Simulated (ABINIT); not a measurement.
**DyO: single point with PBE+U**

DyO:

```xyz
2
Lattice="3.0787 0.0000 0.0000 -1.5393 2.6662 0.0000 0.0000 0.0000 3.0046" Properties=species:S:1:pos:R:3 pbc="T T T"
Dy    0.0000    0.0000    0.0000
O     1.5393    0.8887    1.5023
```

The cell comes from a database or a generator and needn't be the stable form of this composition.

- Program: ABINIT 10.8.3 (patched build)
- Task: single point
- Functional: PBE
- Potentials or basis: Ansatz PAW PBE default generated set, frozen core
- Cutoff: 435 eV
- k mesh: 7 × 7 × 6
- Occupations: gaussian, width 0.05 eV
- Spin: collinear spin, ferromagnetic start
- Starting moments: [5.0, 0.0] μB
- Hubbard terms: Dy f U = 3 eV, J = 0.5 eV
- Double counting (usepawu): 1
- Fine-grid cutoff: 870.764 eV

The pressure is 34.4 GPa. The band gap on the k mesh is none (metal or under the smearing width) and the net moment is 4.32 μB per cell. The site moments are Dy +4.34; O -0.02 μB.

Stress tensor (GPa, compression positive):
```
37.38  0.00  0.00
 0.00 37.38  0.00
 0.00  0.00 28.52
```

Levels at points of the mesh, in eV from the Fermi level:
Spin up:
```
           k point  band 13  band 14  band 15  band 16  band 17  band 18
(0.00, 0.00, 0.00)    -2.58    -2.24    -2.24    -1.70     1.53     4.56
(0.00, 0.00, 0.50)    -2.82    -2.14    -2.14     2.57     2.57     2.74
```
Spin down:
| k point | band 7 | band 8 | band 9 | band 10 | band 11 | band 12 | band 13 | band 14 | band 15 | band 16 |
| --- | --- | --- | --- | --- | --- | --- | --- | --- | --- | --- |
| (0.00, 0.00, 0.00) | -5.19 | -4.22 | -1.69 | -1.18 | -0.15 | -0.15 | 2.00 | 2.96 | 2.96 | 3.74 |
| (0.00, 0.00, 0.50) | -5.05 | -5.05 | -1.23 | 0.05 | 0.05 | 2.95 | 3.06 | 3.06 | 3.09 | 3.09 |

Eigenvalues of the final occupation matrices:
```
  site  spin  trace                         eigenvalues
atom 1     1   6.92  0.98 0.99 0.99 0.99 0.99 1.00 1.00
atom 1     2   2.62  0.00 0.01 0.01 0.01 0.83 0.83 0.92
```

Wall time 3.8 min on 1 thread of Arm Neoverse V2 (shared host), peak memory 0.31 GiB.

Caveat: the magnetic or orbital state may not be the lowest; a pressure of tens of GPa on the cell as given is suspect, and the run, the potentials or the cell itself is likely at fault; spin-orbit coupling is left out, which moves the levels of the heavy elements; the atomic spheres overlap. The state reached can hang on the start; a lower one may exist.
